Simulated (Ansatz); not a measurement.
# Sc3B2P: the cost of one run

Method: DFT PBE, scalar-relativistic, plane waves, PAW, in Ansatz 0.2.0.

## (1) Starting point

It takes space group P4/mmm (No. 123, tetragonal). The conventional cell has a = 4.969 Å, b = 4.969 Å, c = 4.491 Å, α = 90.00°, β = 90.00°, γ = 90.00°. Sc (site symmetry mmm) is surrounded by 2 Sc at 2.48 Å and 2 B at 2.48 Å. Sc (site symmetry 4/mmm) has 2 P at 2.25 Å and 4 Sc at 2.48 Å as nearest neighbours. Around B (site symmetry 4/mmm) lie 2 B at 2.25 Å. B (site symmetry 4/mmm) has 2 B at 2.25 Å and 4 Sc at 2.48 Å as nearest neighbours. P (site symmetry 4/mmm) is surrounded by 2 Sc at 2.25 Å.

Structure file:

```cif
data_structure
_symmetry_space_group_name_H-M 'P 1'
_symmetry_Int_Tables_number 1
_cell_length_a 4.9687
_cell_length_b 4.9687
_cell_length_c 4.4912
_cell_angle_alpha 90.000
_cell_angle_beta 90.000
_cell_angle_gamma 90.000
_cell_volume 110.88
loop_
_atom_site_label
_atom_site_type_symbol
_atom_site_fract_x
_atom_site_fract_y
_atom_site_fract_z
_atom_site_occupancy
Sc1 Sc 0.50000 0.00000 0.00000 1
Sc2 Sc 0.00000 0.50000 0.00000 1
Sc3 Sc 0.50000 0.50000 0.00000 1
B1 B 0.00000 0.00000 0.50000 1
B2 B 0.00000 0.00000 0.00000 1
P1 P 0.50000 0.50000 0.50000 1
```

A structure generator made this guess: random cell by space group and Wyckoff sites (P4/mmm, No. 123). Its size is a rough estimate.

## (2) A first look at the guess

input.yaml

```yaml
crystal:
  lattice:
    - [4.96871954, 0.0, 0.0]
    - [0.0, 4.96871954, 0.0]
    - [0.0, 0.0, 4.49115479]
  atoms:
    - { symbol: Sc, position: [0.5, 0.0, 0.0] }
    - { symbol: Sc, position: [0.0, 0.5, 0.0] }
    - { symbol: Sc, position: [0.5, 0.5, 0.0] }
    - { symbol: B, position: [0.0, 0.0, 0.5] }
    - { symbol: B, position: [0.0, 0.0, 0.0] }
    - { symbol: P, position: [0.5, 0.5, 0.5] }
basis:
  ecutwfc: 420
kpoints:
  mp_grid: { grid: [4, 4, 4] }
hamiltonian:
  xc: pbe
scf:
  occupations: { method: gaussian, width: 0.1 }
  lower_state_search: "off"
output:
  forces: true
  stress: true
  eigenvalues: true
```

Command:

```bash
$ ansatz run input.yaml --threads 1 --pin off --max-ram 2560MiB --backend cpu --events-out ev --progress --plain --runs-dir out
```

What time and memory should one allow on 1 thread of Intel Xeon at 2.50GHz (Skylake/Cascade Lake), shared host?

About 8.1 s, with a peak of 0.4 GiB.
